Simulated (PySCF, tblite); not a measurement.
# C5H12SSi: geometry, infrared bands and NMR shifts

What infrared bands and NMR shifts should C5H12SSi (`CS/C=C(/C)C[SiH3]`) show?

Computed with tblite 0.8.0 and PySCF 2.14.0, with density-fitted response routines of our own, on a single molecule in the gas phase. Atoms count from 0, in the outputs and in this text.

## 1. Starting geometry

19 atoms, charge 0, multiplicity 1; geometry from: force field or distance geometry start.

Bonds of the start (Å): C0–S1 1.83, S1–C2 1.79, C2–C3 1.36, C3–C4 1.50, C3–C5 1.46, C5–Si6 1.85, C0–H7 1.12, C0–H8 1.12, C0–H9 1.10, C2–H10 1.08, C4–H11 1.13, C4–H12 1.11, C4–H13 1.10, C5–H14 1.13, C5–H15 1.09, Si6–H16 1.47, Si6–H17 1.47, Si6–H18 1.48.

## 2. Relaxing the molecule with GFN2-xTB

Job settings and geometry (Å):

```
{"job": {"kind": "relax", "xc": "GFN2-xTB", "basis": "xTB"}, "charge": 0, "multiplicity": 1}
C      3.144100     0.125000     0.278100
S      2.041700     0.004400    -1.178500
C      0.733100    -1.114300    -0.704300
C     -0.523600    -0.625900    -0.545200
C     -1.619500    -1.571700    -0.144300
C     -0.857600     0.783100    -0.717300
Si    -1.542600     1.608500     0.793100
H      2.774300    -0.478300     1.140600
H      3.083000     1.184900     0.649400
H      4.187700    -0.128700     0.021200
H      0.928300    -2.169800    -0.568600
H     -2.593800    -1.275000    -0.634900
H     -1.436600    -2.598500    -0.511500
H     -1.727400    -1.642900     0.951100
H      0.119600     1.306400    -0.959300
H     -1.554600     0.946200    -1.539300
H     -2.268700     0.708700     1.700100
H     -0.422800     2.235000     1.508400
H     -2.474500     2.712200     0.453600
```

Started as:

```console
> OMP_NUM_THREADS=1 python probes_run.py task.json out
```

The driver reads the jobs from task.json and runs them one after another.

**Question.** This job is followed by: GFN2-xTB harmonic vibrations, gas phase; GIAO PBE0/pcSseg-1 NMR shielding, non-relativistic, gas phase. Predict these results of the whole session: strongest single infrared mode (GFN2-xTB); zero-point energy (GFN2-xTB); ¹³C shifts against TMS (PBE0/pcSseg-1); ¹H shifts against TMS (PBE0/pcSseg-1, means over atoms taken as alike); ³³S shifts against CS2 (PBE0/pcSseg-1); ²⁹Si shifts against TMS (PBE0/pcSseg-1).

**Answer**, as computed:

| quantity | value |
| --- | --- |
| strongest single infrared mode (GFN2-xTB) | 2265 cm⁻¹, 320 km/mol |
| zero-point energy (GFN2-xTB) | 93.1 kcal/mol |
| ¹³C shifts against TMS (PBE0/pcSseg-1) | 135.3, 128.0, 26.6, 21.5, 18.4 ppm |
| ¹H shifts against TMS (PBE0/pcSseg-1, means over atoms taken as alike) | 5.30, 3.83, 2.24, 1.93, 1.77 ppm |
| ³³S shifts against CS2 (PBE0/pcSseg-1) | -10 ppm |
| ²⁹Si shifts against TMS (PBE0/pcSseg-1) | -79.9 ppm |

Relaxing lowered the energy by 0.552 eV in 216 steps; the close pair that moved most is C5–Si6, from 1.853 to 1.910 Å. No mode is imaginary among the 51: a minimum at this level. The strongest single mode, at 2265 cm⁻¹, moves mainly H18. GFN2-xTB is a fitted tight-binding method: band positions and strengths are rough. Its intensities can rank the bands wrongly. H10 (hydrogen on an alkene CH) lies farthest downfield among hydrogen, at 5.30 ppm; attached to an sp2 carbon and in the plane of the double bond. At PBE0/pcSseg-1: Shielding is most anisotropic at S1 (span 341 ppm, paramagnetic term -546 ppm).
